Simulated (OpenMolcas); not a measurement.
**SnBr4 (SMILES [Br][Sn]([Br])([Br])[Br]): revPBE/ANO-RCC-VDZ (DKH2)**

What is the vertical electron affinity of SnBr4 at revPBE/ANO-RCC-VDZ (DKH2)? 

Program for the calculation: OpenMolcas 26.06.

## 1. The system as given

SnBr4 has 5 atoms, charge 0, and is taken as a singlet. As SMILES, `[Br][Sn]([Br])([Br])[Br]`. Geometry: a GFN2-xTB relaxation, a rough one for these elements and not checked as a minimum.

Bond lengths: Br1–Sn2 2.551 Å, Sn2–Br3 2.553 Å, Sn2–Br4 2.552 Å, Sn2–Br5 2.552 Å. Angles: Br1–Sn2–Br3 109.5°, Br1–Sn2–Br4 109.5°, Br1–Sn2–Br5 109.5°, Br3–Sn2–Br4 109.4°, Br3–Sn2–Br5 109.4°, Br4–Sn2–Br5 109.5°.

## 2. The energy at revPBE/ANO-RCC-VDZ (DKH2)

File struct.xyz:

```xyz
5

Br    -1.160910     0.012930     2.272230
Sn    -0.000940     0.000260     0.000740
Br     2.158970    -1.352070     0.155310
Br    -1.541880    -1.056480    -1.737450
Br     0.544750     2.395350    -0.690830
```

File job.inp:

```
* Br4Sn Kohn-Sham DFT
&GATEWAY
Coord
struct.xyz
Basis
ANO-RCC-VDZ
Group
NoSym
&SEWARD
GridInput
Grid=SG1Grid
End of Grid
&SCF
KSDFT
revPBE
PrOrbitals
1 1
```

Started as:

```sh
export MOLCAS_MEM=1860
pymolcas job.inp > job.log
```

What it wrote:

```text
--- Start Module: gateway ---
[...]
--- Stop Module: gateway /rc=_RC_ALL_IS_WELL_ ---
--- Start Module: seward ---
[...]
      Basis functions          119
--- Stop Module: seward /rc=_RC_ALL_IS_WELL_ ---
[...]
--- Start Module: scf ---
[...]
       Convergence after  10 Iterations
[...]
::    Total KS-DFT energy                          -16599.0926875931
[...]
      Total spin, S                                     0.0000000000
[...]
      Total electronic charge=  190.000000
      Total            charge=   -0.000000
[...]
      Dipole Moment (debye):
      Origin of the operator (angstrom)=   -0.0001    0.0000    0.0001
                   X= -1.0233E-02               Y=  3.2747E-03               Z=  8.0815E-03           Total=  1.3445E-02
      Quadrupole Moment (debye*angstrom):
[...]
--- Stop Module: scf /rc=_RC_ALL_IS_WELL_ ---
[...]
```

Wall time 61 s (1 thread of AMD EPYC 7B13 (Zen 3), shared host); peak memory 0.79 GiB.

## 3. The doublet anion, same level

struct.xyz is that of step 2.

File job.inp:

```
&GATEWAY
 Coord=struct.xyz
 Basis=ANO-RCC-VDZ
 Group=NoSym

&SEWARD
 GridInput
 Grid=SG1Grid
 End of Grid

&SCF
 UHF
 Charge=-1
 Spin=2
 KSDFT=revPBE
 PrOrbitals=1 1
```

Started as:

```sh
export MOLCAS_MEM=1860
pymolcas job.inp > job.log
```

What it wrote:

```text
--- Start Module: gateway ---
[...]
--- Stop Module: gateway /rc=_RC_ALL_IS_WELL_ ---
--- Start Module: seward ---
[...]
      Basis functions          119
--- Stop Module: seward /rc=_RC_ALL_IS_WELL_ ---
[...]
--- Start Module: scf ---
[...]
       Convergence after  16 Iterations
[...]
::    Total KS-DFT energy                          -16599.2084544626
[...]
      Total spin, S                                     0.5001638998
[...]
      Total electronic charge=  191.000000
      Total            charge=   -1.000000
[...]
      Dipole Moment (debye):
      Origin of the operator (angstrom)=   -0.0001    0.0000    0.0001
                   X= -1.1606E-02               Y=  4.1642E-03               Z=  9.0046E-03           Total=  1.5268E-02
      Center of Charge (angstrom)
[...]
--- Stop Module: scf /rc=_RC_ALL_IS_WELL_ ---
[...]
```

Run time: 68 s. Hardware: 1 thread of AMD EPYC 7B13 (Zen 3), shared host; peak memory 0.78 GiB.

## 4. Outcome

At revPBE/ANO-RCC-VDZ (DKH2):

```
                                         quantity            value
                      singlet SnBr4: total energy  -16599.09269 Eh
                     singlet SnBr4: dipole moment           0.01 D
                       singlet SnBr4: HOMO energy         -7.82 eV
                       singlet SnBr4: LUMO energy         -5.56 eV
                     singlet SnBr4: HOMO–LUMO gap          2.27 eV
                      doublet anion: total energy  -16599.20845 Eh
doublet anion: HOMO energy (highest over α and β)         -0.75 eV
 doublet anion: LUMO energy (lowest over α and β)         -0.41 eV
                              doublet anion: ⟨S²⟩            0.750
vertical electron affinity (to the doublet anion)         3.150 eV
```

At fixed nuclei the extra electron is bound by 3.15 eV (73 kcal/mol). Mulliken charges (singlet SnBr4) run from -0.13 on Br3 to +0.52 on Sn2. Mulliken charges (doublet anion) run from -0.37 on Br3 to +0.48 on Sn2; they depend strongly on the basis.
